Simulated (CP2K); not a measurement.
HfB under changes of volume

One of the cells (12.326 Å³/atom); the others are scaled copies at fixed shape and fractional positions:

```
CELL_PARAMETERS angstrom
3.26683 0.00000 0.00000
1.63342 2.82916 0.00000
1.63342 0.94305 2.66736
ATOMIC_POSITIONS crystal
Hf 0.50000 0.50000 0.50000
B 0.00000 0.00000 0.00000
```

* Program: CP2K 2026.2
* Functional: LDA
* Potentials or basis: GTH_POTENTIALS Hf GTH-PADE-q12, B GTH-PADE-q3; TZVP-MOLOPT-PBE-GTH basis
* Density cutoff: 6123 eV
* k mesh: 10 × 10 × 10
* Occupations: fermi-dirac, width 0.05 eV
* Spin: no spin polarisation

```csv
volume (Å³/atom),energy over the lowest point (meV/atom),pressure (GPa)
11.587,0.00,-43.3
11.833,71.19,-47.9
12.080,147.28,-51.3
12.326,229.00,-53.8
12.573,312.89,-55.8
12.819,397.54,-57.5
13.066,?,?
```

Problem. What does the run at 13.066 Å³/atom give?

Solution. Energy over the lowest point 485.28 meV/atom; pressure -58.1 GPa.

Worked out: A Birch-Murnaghan fit of order 3 (a polynomial in V^(-2/3)) to the other rows has no minimum within the range. It gives 482.92 meV/atom at 13.066 Å³/atom, against the run's 485.28, and -dE/dV = -55.2 GPa, against -58.1.

Energies are extrapolated to zero smearing.

Caveats: the basis of atomic orbitals isn't converged, which shifts pressures, moduli and gaps; the real-space grid breaks the cell's symmetry a little (some runs).
